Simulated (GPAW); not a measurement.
Input of a GPAW 26.7.0 run:

The input run.py:

```python
from ase import Atoms
from ase.dft.bandgap import bandgap
from ase.io import write
from ase.units import GPa
from gpaw import GPAW, PW, setup_paths

setup_paths.insert(0, '.')

atoms = Atoms(['Ag', 'Al', 'Al', 'Al'],
              cell=[[4.081513, 0.0, 0.0],
                    [0.0, 4.081513, 0.0],
                    [0.0, 0.0, 4.081513]],
              scaled_positions=[[0.0, 0.0, 0.0],
                                [0.5, 0.5, 0.0],
                                [0.5, 0.0, 0.5],
                                [0.0, 0.5, 0.5]],
              pbc=True)

calc = GPAW(mode=PW(600),
            xc='PBEsol',
            kpts={'size': (7, 7, 7), 'gamma': True},
            occupations={'name': 'fermi-dirac', 'width': 0.05},
            nbands=26,
            convergence={'density': 1e-05, 'energy': 1e-05},
            maxiter=150,
            txt='gpaw.txt')
atoms.calc = calc
energy = atoms.get_potential_energy()
forces = atoms.get_forces()
stress = atoms.get_stress()
calc.write('gs.gpw')
write('result.traj', atoms)
print(f'Energy: {energy:.6f} eV')
print('Forces (eV/A):')
print(forces.round(4))
print('Stress (GPa):', (stress / GPa).round(3))
print('Fermi level:', round(calc.get_fermi_level(), 4), 'eV')
print(f'Gap: {bandgap(calc)[0]:.4f} eV, direct: {bandgap(calc, direct=True)[0]:.4f} eV')

path = atoms.cell.bandpath('GXMGRX,MR', npoints=60, eps=1e-4)
bs_calc = calc.fixed_density(kpts=path, symmetry='off', nbands=41,
                             convergence={'bands': 'CBM+6.0', 'eigenstates': 1e-6}, txt='bands.txt')
bs = bs_calc.band_structure()
bs.write('bs.json')
print(f'Gap on the path: {bandgap(bs_calc)[0]:.4f} eV')
```

Potentials or basis: PAW data sets generated in the run's folder for this functional, pw.

The run is started by

```bash
$ gpaw-setup -f PBEsol Ag Al
$ OMP_NUM_THREADS=1 python run.py
```

**Question.** Estimate the pressure.

**Answer.** -3.0 GPa.

**Question.** Predict the band gap along the path.

**Answer.** None (metal or under the smearing width).

Levels at the corners of the path, in eV from the Fermi level:
```
point  band 10  band 11  band 12  band 13  band 14  band 15
    Γ    -2.28    -2.28    -2.28    -0.17     0.39     0.39
    X    -4.98     0.29     0.29     0.45     0.45     0.83
    M    -5.10    -4.24    -4.00     1.15     3.07     3.07
    Γ    -2.28    -2.28    -2.28    -0.17     0.39     0.39
    R    -3.68    -3.68    -3.68    -2.20    -2.20    -2.20
    X    -4.98     0.29     0.29     0.45     0.45     0.83
    M    -5.10    -4.24    -4.00     1.15     3.07     3.07
    R    -3.68    -3.68    -3.68    -2.20    -2.20    -2.20
```
